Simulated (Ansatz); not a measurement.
# CH7AlO2Si: up Jacob's ladder to CCSD(T)

One table from this session's results is given with a row withheld; the runs are named, their logs left out.

Computed with Ansatz 0.2.0, Gaussian basis. Level: functionals in def2-TZVPP, the program's frozen cores in correlated methods.

The runs, in order: LDA (SPW92), PBE-D4, revPBE-D4, BLYP-D4, r2SCAN-D4, B97M-V, PBE0-D4, B3LYP-D4, r2SCANh-D4, r2SCAN0-D4, HSE06-D4, BHLYP-D4, CAM-B3LYP-D4, LC-ωPBE, ωB97X-V, ωB97M-V, B2PLYP, PBE-QIDH; CCSD(T)/def2-SVP; CCSD(T)/def2-TZVPP; MP2/def2-QZVPP; extrapolation to the limit; RPA on PBE.

## The geometry

The geometry comes from an earlier relaxation with PBE0-D4 in a triple-zeta def2 set; it is a stationary point, not always the lowest conformer.

SMILES `[CH3][AlH][O][SiH2]O`, 12 atoms, charge 0, spin multiplicity 1.

Atoms are counted from 1 here; the program's logs count them from 0.

Bond lengths: C1–Al2 1.941 Å, C1–H6 1.092 Å, C1–H7 1.096 Å, C1–H8 1.094 Å, Al2–O3 1.689 Å, Al2–H9 1.584 Å, O3–Si4 1.616 Å, Si4–O5 1.643 Å, Si4–H10 1.480 Å, Si4–H11 1.488 Å, O5–H12 0.958 Å. Angles: Al2–C1–H6 112.4°, Al2–C1–H7 110.5°, Al2–C1–H8 111.3°, H6–C1–H7 107.6°, H6–C1–H8 108.4°, H7–C1–H8 106.4°, C1–Al2–O3 119.7°, C1–Al2–H9 123.8°, O3–Al2–H9 116.5°, Al2–O3–Si4 171.9°, O3–Si4–O5 112.7°, O3–Si4–H10 110.3°, O3–Si4–H11 107.8°, O5–Si4–H10 104.5°, O5–Si4–H11 110.1°, H10–Si4–H11 111.5°, Si4–O5–H12 117.7°.

The first run:

in.yaml

```yaml
crystal:
  periodic: [false, false, false]
  atoms:
    - {symbol: C, position_ang: [-2.508813, -0.005073, -0.729921]}
    - {symbol: Al, position_ang: [-0.641760, 0.460845, -0.983161]}
    - {symbol: O, position_ang: [0.477785, 0.124876, 0.235615]}
    - {symbol: Si, position_ang: [1.676805, -0.290519, 1.236437]}
    - {symbol: O, position_ang: [3.070567, -0.647440, 0.443245]}
    - {symbol: H, position_ang: [-2.657039, -0.690637, 0.107526]}
    - {symbol: H, position_ang: [-3.104445, 0.892964, -0.531338]}
    - {symbol: H, position_ang: [-2.930522, -0.463484, -1.629597]}
    - {symbol: H, position_ang: [-0.081583, 1.182440, -2.276849]}
    - {symbol: H, position_ang: [1.333169, -1.535818, 1.959567]}
    - {symbol: H, position_ang: [1.898513, 0.842573, 2.174636]}
    - {symbol: H, position_ang: [3.544422, 0.074173, 0.028039]}
basis:
  gaussian: {orbitals: def2-TZVPP}
hamiltonian: {xc: lda}
output: {orbitals: {seedname: orbitals}}
```

Command:

```sh
$ ansatz run in.yaml --threads 4 --pin off --events-out ev --progress --plain --max-ram 10444MiB
```

Steps of the session up to this table: LDA; PBE-D4 (GGA); revPBE-D4 (GGA); BLYP-D4 (GGA); r2SCAN-D4 (meta-GGA); B97M-V (meta-GGA); PBE0-D4 (hybrid); B3LYP-D4 (hybrid); r2SCANh-D4 (hybrid); r2SCAN0-D4 (hybrid); HSE06-D4 (hybrid); BHLYP-D4 (hybrid); CAM-B3LYP-D4 (range-separated); LC-ωPBE (range-separated); ωB97X-V (range-separated); ωB97M-V (range-separated); B2PLYP (double hybrid); PBE-QIDH (double hybrid).

One of the session's tables, all rows but one given; the rest of the session is left out.

It belongs to the step «Frontier levels by functional». 

```
  functional  HOMO (eV)  gap (eV)
 LDA (SPW92)      -6.77      5.06
      PBE-D4      -6.67      5.21
   revPBE-D4      -6.63      5.28
     BLYP-D4          ?         ?
   r2SCAN-D4      -6.97      5.89
      B97M-V      -7.08      5.74
     PBE0-D4      -7.99      7.30
    B3LYP-D4      -7.78      6.87
  r2SCANh-D4      -7.46      6.63
  r2SCAN0-D4      -8.19      7.73
    HSE06-D4      -7.58      6.54
    BHLYP-D4      -9.22      9.28
CAM-B3LYP-D4      -9.38      9.59
     LC-ωPBE     -10.74     12.08
     ωB97X-V     -10.39     11.58
     ωB97M-V     -10.22     11.08
```

Estimate the missing values for BLYP-D4.

Worked estimate for «HOMO (eV)». Against the share of exact exchange, B3LYP-D4 (0.2, -7.78), BHLYP-D4 (0.5, -9.22) give a slope of -4.80 per unit share; at 0 the line stands at -6.82.

As computed: HOMO (eV): -6.57; gap (eV): 5.20. In «HOMO (eV)» the line misses by -0.25.
